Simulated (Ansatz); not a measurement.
This script for a comparison of norm-conserving and PAW potentials of NiS₂, space group R-3m with Ansatz's Python interface holds a mistake.

The script, `nc_paw_nis2.py`:
```python
# -*- coding: utf-8 -*-
'''Norm-conserving against PAW potentials for NiS2.'''

import ansatz as az
import numpy as np
from tabulate import tabulate


def count_gap(report):
    # lowest empty less highest filled band, counting bands; zero where they overlap
    return max(report.get('gap_by_band_count_ev') or 0.0, 0.0)

nis2 = (
    az.Lattice.from_parameters(3.313471, 3.313471, 18.437459, alpha=90, beta=90, gamma=120)
    .space_group(166)
    .atom('Ni', (0.0, 0.0, 0.0))
    .atom('S', (2 / 3, 1 / 3, 0.935996))
    .primitive()
    .moments(Ni=2.0)
)

base = (
    nis2.calculation()
    .functional('pbesol')
    .kpoints(12)
    .occupations(az.OccupationsMethod.FERMI_DIRAC, width=0.1)  # smearing steadies the SCF of a metal
    .spin(az.SpinTreatment.COLLINEAR)  # two spin channels
    .mixing('anderson', beta=0.001, ndim=1)
    .scf(max_iterations=80)
    .stress()
    .forces()
    .band_table()
)
variants = {
    'PAW': base.pseudopotentials('paw'),
    'norm-conserving': base.pseudopotentials('nc'),
}
# totals differ by the cores that each treatment holds, so compare what does not depend on them
rows = []
for label, variant in variants.items():
    data = variant.run(threads=1, backend='cpu').report
    levels = np.array(data['eigenvalues_ev'][0]) - data['fermi_energy_ev']
    print(label, 'levels at the first k-point near E_F:', np.round(levels[np.abs(levels) < 5], 3))
    rows.append((label, data['n_electrons'], np.trace(data['stress_gpa']) / 3, float(np.abs(data['forces_ev_ang']).max()), count_gap(data), data['magnetization_mub']))
print(tabulate(rows, headers=['treatment', 'electrons in bands', 'P GPa', 'max force component eV/A', 'gap by band count eV', 'moment muB'], floatfmt='.4f', tablefmt='plain'))
```

```console
$ python nc_paw_nis2.py
DeckWarning: basis.ecutwfc = 420 eV, auto-derived from the records' recommended cutoffs: set by Ni (normal level)
RunWarning: the starting moments were not kept: the SCF closed with an absolute magnetisation of 2.0e-6 μB, where they sum to 2 μB in size (1 site). That is at most 0.1 of that sum. Measured as dr2_m measures the in/out step, that magnetisation stands 3.4e-12 eV from none, at or under the dr2_threshold of 1.0e-7 eV: it is no larger than a step whose dr2_m would equal this threshold. The system may hold no moment; this SCF shows only that its start led to no more than that. To try another start: raise the starting moments (crystal.atoms[].spin, magnetization.per_species, magnetization.initial_magnetization, or on a non-collinear deck that types none of these the spinor_matrix: blocks that start its atoms; where the total moment is fixed, keep their sum and leave initial_magnetization as it is; typed ones take the place of any that the run laid by itself, positive ones on a crystal's lanthanoids without a Hubbard term where scf.initial_density.shell_occupations: [] is typed) or, if the notice of its spin-set hold's release reads "site moments contracting" or "site moments show no strong build", lengthen the hold (scf.mixing.spin_hold: { on: { confirm: 4 } }; for m-r²SCAN on two [...]
PAW levels at the first k-point near E_F: [-4.684 -4.684 -2.739 -2.739 -1.778 -0.429 -0.224 -0.224  1.7    1.7  ]
DeckWarning: basis.ecutwfc = 1333.357926 eV, auto-derived from the records' recommended cutoffs: set by Ni (normal level)
RunWarning: iteration 60: there is no memory in which an SCF minimises its free energy, or in which one mixes in the place of another whose close was not accepted (`scf.algorithm`, `scf.convergence.dm_fallback`, `scf.lower_state_search`): it takes a memory limit of about 3.82 GiB, over the 2.69 GiB that it is held to. This SCF is mixed; the run can end on another state than with more memory, one of a higher free energy, or on none. The budget is ten elevenths of this run's memory maximum, which was set by `override`, `--max-ram`. Only more of that lifts it, as far as the next of its terms, where there is one: `probe`, the memory found free on the host or within its container's limit (plus what this process already holds); `hard-limit-fraction`, `--max-ram-frac`'s share of the host's memory or its container's limit, at most the whole.
Traceback (most recent call last):
  File "nc_paw_nis2.py", line 41, in <module>
    data = variant.run(threads=1, backend='cpu').report
           ~~~~~~~~~~~^^^^^^^^^^^^^^^^^^^^^^^^^^
  ...
ansatz.NonConvergedError: did not converge after 80 iterations: dr2 = 6.44e0 (threshold 1.00e-7), under the density mixer `anderson`; raise `scf.max_iter`, which need not help a stalled SCF, or adjust the mixing (`scf.mixing`) or, under a smearing, its width (`scf.occupations.width`, in either direction: another width is another result); this SCF holds its density and magnetisation to the symmetry operations that it keeps, and cannot end on a state that breaks one of them: if the state sought breaks one, re-run with `crystal.symmetry.detect: false`, without `crystal.symmetry.time_reversal: true`, on a non-collinear deck whose state breaks time reversal, with `crystal.symmetry.time_reversal: false` beside it (there exact exchange or a DFT+U term alone can polarise the run; a magnetic state wants starting moments), where the deck allows it (that run may end on another state, and need not converge either); this run sums exchange and correlation on more points than the dense box has (`basis.xc_grid`), where a deck that converges on the dense box may not converge: try another level (where the key is left out runs that use forces, runs that use the stress, dielectric runs by a finite [...]
$ echo $?
1
```
(Warnings from the package without file and line, shortened; library frames cut from the traceback.)

What is wrong, and how is it mended?

The fault: the mixing step is far too small. The correction:

```diff
--- before
+++ after
@@ -27,3 +27,2 @@
     .spin(az.SpinTreatment.COLLINEAR)  # two spin channels
-    .mixing('anderson', beta=0.001, ndim=1)
     .scf(max_iterations=80)
```

The mended script runs so:

`python nc_paw_nis2.py` gives:
```text
DeckWarning: basis.ecutwfc = 420 eV, auto-derived from the records' recommended cutoffs: set by Ni (normal level)
RunWarning: the starting moments were not kept: the SCF closed with an absolute magnetisation of 1.5e-6 μB, where they sum to 2 μB in size (1 site). That is at most 0.1 of that sum. Measured as dr2_m [...]
PAW levels at the first k-point near E_F: [-4.684 -4.684 -2.739 -2.739 -1.778 -0.429 -0.224 -0.224  1.7    1.7  ]
DeckWarning: basis.ecutwfc = 1333.357926 eV, auto-derived from the records' recommended cutoffs: set by Ni (normal level)
norm-conserving levels at the first k-point near E_F: [-4.683 -4.683 -2.689 -2.689 -1.73  -0.427 -0.222 -0.222  1.698  1.698]
treatment          electrons in bands    P GPa    max force component eV/A    gap by band count eV    moment muB
PAW                           30.0000  -2.1573                      0.3380                  0.2266        0.0000
norm-conserving               30.0000  -2.2696                      0.3605                  0.2192        0.0000
```
(Warnings from the package without file and line, shortened, repeats left out.)

The SCF didn't keep the moments it started from (some shrank, vanished or turned); what is printed is the state reached. Semilocal gaps usually lie well under measured ones. With one magnetic atom the cell can hold only ferromagnetic order. An opening on this mesh may only mean that it misses a point where bands touch. This cell is a computed structure, which may not be the phase found in nature. Levels are Kohn-Sham eigenvalues on this mesh. Stress is positive in compression. The whole script took 3.2 min on 1 thread of Arm Neoverse V2, on a shared host, peak memory 1.6 GiB.
